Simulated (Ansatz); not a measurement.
# GaAsH (quartet): RPA-PBE over vertical spin and charge gaps, cc-pVTZ

How well do these functionals follow the top wave-function level for GaAsH (quartet) over vertical spin and charge gaps?

Computed with Ansatz 0.2.0, Gaussian basis. Level: cc-pVTZ, all electrons in the functionals, frozen cores in the correlation of double hybrids and RPA.

To be run: RPA-PBE, at charge 0, quartet; charge 0, doublet; charge 0, sextet; charge 1, triplet; charge 1, quintet.

15 further runs of the same task are left out: 10 for a known fault of the program, 5 set aside as unsound or not needed. Runs told in other sessions of the task aren't counted.

## Step 1: The system

The geometry is a PBE0/def2-TZVP stationary point (not a proven minimum). No spin-orbit coupling is included. The filled d shell of Ga, As may be among the frozen orbitals whatever the setting's name suggests.

3 atoms, charge 0, spin multiplicity 4.

Atoms are counted from 1 here; the program's logs count them from 0.

Bond lengths: Ga1–As2 2.510 Å, Ga1–H3 1.618 Å. Angles: As2–Ga1–H3 115.1°.

No dispersion term is added.

The geometry shown and the zero of energy belong to the point charge 0, quartet. The yardstick, UCCSDT(Q), and other wave-function levels (R restricted, U unrestricted, valence and pair active spaces) come from earlier runs.

## Step 2: RPA-PBE, charge 0, quartet

in.yaml reads:

```yaml
crystal:
  periodic: [false, false, false]
  atoms:
    - {symbol: Ga, position_ang: [0.000000, -0.505457, 0.594301]}
    - {symbol: As, position_ang: [0.000000, -0.435519, -1.914688]}
    - {symbol: H, position_ang: [0.000000, 0.940976, 1.320387]}
basis:
  gaussian: {orbitals: cc-pVTZ}
magnetization: {spin_polarized: true, initial_magnetization: 3}
hamiltonian: {xc: {name: PBE}}
correlation: {method: rpa, electrons: outside_noble_gas}
```

Started as:

```console
ansatz run in.yaml --threads 1 --pin off --events-out ev --progress --plain --max-ram 2560MiB --backend cpu
```

Standard output:

```text
Functional definition: PBE
  name "PBE"
  cite "Perdew, Burke & Ernzerhof, Phys. Rev. Lett. 77, 3865 (1996) doi:10.1103/PhysRevLett.77.3865"
  parent pbe
  parameter kappa = 0.804
  parameter beta = 0.06672455060314922
  exchange = pbe_x(kappa = kappa, mu = beta*pi^2/3)
  correlation = pbe_c(beta = beta)
652 factors; integrals over basis functions are off by at most 7.0e-4 eV
mean field evaluation 1: about -113217.3037 eV, gradient 1.8e1 eV
mean field evaluation 2: about -113217.3033 eV, gradient 1.8e1 eV
mean field evaluation 4: about -113218.4827 eV, gradient 2.4e0 eV
mean field evaluation 8: about -113218.5086 eV, gradient 1.4e-1 eV
mean field evaluation 16: about -113218.5088 eV, gradient 3.1e-5 eV
mean field evaluation 32: about -113217.0849 eV, gradient 2.6e0 eV
mean field evaluation 64: about -113216.7109 eV, gradient 3.8e-2 eV
mean field -113218.50876640 eV, -4160.7034549036 hartree, gradient 2.9e-6 eV, S^2 3.754562; 6 other end points of the search recorded, 0 dependent functions left out
28 core orbitals not correlated: weight in the atoms' cores, before any rotation towards them, 0.995 or more for the frozen orbitals, at most 0.004 for the correlated occupied ones
reference -113146.11129811 eV, -4158.0428970169 hartree; 6, 3 occupied and 66, 69 virtual orbitals, 652 factors
Total energy: -113154.51263516 eV, -4158.3516404589 hartree
```

Run time: 10 s. Hardware: 1 thread of AMD EPYC 7R13, shared host.

From the report: ⟨S²⟩ of the determinant 3.755 (pure quartet: 3.75).

## Step 3: RPA-PBE, charge 0, doublet

Changes to in.yaml since step 2:

```diff
@@ -8,3 +8,3 @@
   gaussian: {orbitals: cc-pVTZ}
-magnetization: {spin_polarized: true, initial_magnetization: 3}
+magnetization: {spin_polarized: true, initial_magnetization: 1}
 hamiltonian: {xc: {name: PBE}}
```

Launched as before.

Standard output, cut to the lines that bear on the results:

```text
Functional definition: PBE
  name "PBE"
  cite "Perdew, Burke & Ernzerhof, Phys. Rev. Lett. 77, 3865 (1996) doi:10.1103/PhysRevLett.77.3865"
  parent pbe
[...]
652 factors; integrals over basis functions are off by at most 7.0e-4 eV
[...]
mean field -113218.77580598 eV, -4160.7132684272 hartree, gradient 1.9e-6 eV, S^2 1.204206; 9 other end points of the search recorded, 0 dependent functions left out
28 core orbitals not correlated: weight in the atoms' cores, before any rotation towards them, 0.996 or more for the frozen orbitals, at most 0.003 for the correlated occupied ones
reference -113145.63984453 eV, -4158.0255714174 hartree; 5, 4 occupied and 67, 68 virtual orbitals, 652 factors
Total energy: -113154.74726888 eV, -4158.3602630889 hartree
```

It took 24 s on 1 thread of AMD EPYC 7R13, shared host.

From the report: ⟨S²⟩ of the determinant 1.204 (pure doublet: 0.75).

From charge 0, quartet: -5.4 kcal/mol.

## Step 4: RPA-PBE, charge 0, sextet

Changes to in.yaml since step 3:

```diff
@@ -8,3 +8,3 @@
   gaussian: {orbitals: cc-pVTZ}
-magnetization: {spin_polarized: true, initial_magnetization: 1}
+magnetization: {spin_polarized: true, initial_magnetization: 5}
 hamiltonian: {xc: {name: PBE}}
```

Launched as before.

Standard output, cut to the lines that bear on the results:

```text
Functional definition: PBE
  name "PBE"
  cite "Perdew, Burke & Ernzerhof, Phys. Rev. Lett. 77, 3865 (1996) doi:10.1103/PhysRevLett.77.3865"
  parent pbe
[...]
652 factors; integrals over basis functions are off by at most 7.0e-4 eV
[...]
mean field -113215.12259627 eV, -4160.5790154467 hartree, gradient 1.0e-6 eV, S^2 8.753919; 0 other end points of the search recorded, 0 dependent functions left out
28 core orbitals not correlated: weight in the atoms' cores, before any rotation towards them, 0.990 or more for the frozen orbitals, at most 0.010 for the correlated occupied ones
reference -113143.41686872 eV, -4157.9438785630 hartree; 7, 2 occupied and 65, 70 virtual orbitals, 652 factors
Total energy: -113151.14454442 eV, -4158.2278654070 hartree
```

Run time: 3.2 s. Hardware: 1 thread of AMD EPYC 7R13, shared host.

From the report: ⟨S²⟩ of the determinant 8.754 (pure sextet: 8.75).

From charge 0, quartet: +77.7 kcal/mol.

## Step 5: RPA-PBE, charge 1, triplet

Changes to in.yaml since step 4:

```diff
@@ -8,3 +8,4 @@
   gaussian: {orbitals: cc-pVTZ}
-magnetization: {spin_polarized: true, initial_magnetization: 5}
+total_charge: 1
+magnetization: {spin_polarized: true, initial_magnetization: 2}
 hamiltonian: {xc: {name: PBE}}
```

The command is unchanged.

Standard output, cut to the lines that bear on the results:

```text
Functional definition: PBE
  name "PBE"
  cite "Perdew, Burke & Ernzerhof, Phys. Rev. Lett. 77, 3865 (1996) doi:10.1103/PhysRevLett.77.3865"
  parent pbe
[...]
652 factors; integrals over basis functions are off by at most 7.0e-4 eV
[...]
mean field -113211.19706493 eV, -4160.4347548307 hartree, gradient 6.7e-6 eV, S^2 2.024312; 6 other end points of the search recorded, 0 dependent functions left out
28 core orbitals not correlated: weight in the atoms' cores, before any rotation towards them, 0.996 or more for the frozen orbitals, at most 0.003 for the correlated occupied ones
reference -113138.90900244 eV, -4157.7782175328 hartree; 5, 3 occupied and 67, 69 virtual orbitals, 652 factors
Total energy: -113147.04148510 eV, -4158.0770807581 hartree
```

Wall time 12 s (1 thread of AMD EPYC 7R13, shared host).

From the report: ⟨S²⟩ of the determinant 2.024 (pure triplet: 2.00).

From charge 0, quartet: +172.3 kcal/mol.

## Step 6: RPA-PBE, charge 1, quintet

Changes to in.yaml since step 5:

```diff
@@ -9,3 +9,3 @@
 total_charge: 1
-magnetization: {spin_polarized: true, initial_magnetization: 2}
+magnetization: {spin_polarized: true, initial_magnetization: 4}
 hamiltonian: {xc: {name: PBE}}
```

Launched as before.

Standard output, cut to the lines that bear on the results:

```text
Functional definition: PBE
  name "PBE"
  cite "Perdew, Burke & Ernzerhof, Phys. Rev. Lett. 77, 3865 (1996) doi:10.1103/PhysRevLett.77.3865"
  parent pbe
[...]
652 factors; integrals over basis functions are off by at most 7.0e-4 eV
[...]
mean field -113209.50505449 eV, -4160.3725745941 hartree, gradient 1.8e-6 eV, S^2 6.005936; 0 other end points of the search recorded, 0 dependent functions left out
28 core orbitals not correlated: weight in the atoms' cores, before any rotation towards them, 0.994 or more for the frozen orbitals, at most 0.005 for the correlated occupied ones
reference -113138.19485281 eV, -4157.7519730180 hartree; 6, 2 occupied and 66, 70 virtual orbitals, 652 factors
Total energy: -113145.34356334 eV, -4158.0146832843 hartree
```

Run time: 3.1 s. Hardware: 1 thread of AMD EPYC 7R13, shared host.

From the report: ⟨S²⟩ of the determinant 6.006 (pure quintet: 6.00).

From charge 0, quartet: +211.4 kcal/mol.

## Step 7: Against the wave-function levels

The yardstick is UCCSDT(Q), where the cluster series has nearly closed. It comes from earlier runs at the same points. Energies in kcal/mol, counted from charge 0, quartet; blanks weren't run or aren't comparable.

| level | quartet to doublet | quartet to sextet | ionisation to the triplet cation | ionisation to the quintet cation |
| --- | --- | --- | --- | --- |
| UCCSDT(Q) |  |  | 167.4 |  |
| RPA-PBE | -5.4 | 77.7 | 172.3 | 211.4 |

Largest miss and mean time a point (UCCSDT(Q) took 13 s a point; shared hosts):

| level | largest miss (kcal/mol) | where | time a point |
| --- | --- | --- | --- |
| RPA-PBE | +4.8 | ionisation to the triplet cation | 10 s |

## Step 8: What came out

| quantity | value |
| --- | --- |
| ionisation to the triplet cation, UCCSDT(Q) | 167.4 kcal/mol |
| largest miss, RPA-PBE | +4.8 kcal/mol (ionisation to the triplet cation) |

What this shows: Misses are known at 1 of 4 points at best, and only functionals with that many are ranked. RPA-PBE strays by up to 4.8 kcal/mol, at ionisation to the triplet cation. RPA-PBE clearly breaks the spin symmetry at some points (⟨S²⟩ up to 0.45 above the pure value), so energy there is bought with a mixed spin. Functionals and the yardstick converge differently with the basis, so part of each miss in cc-pVTZ is the basis.
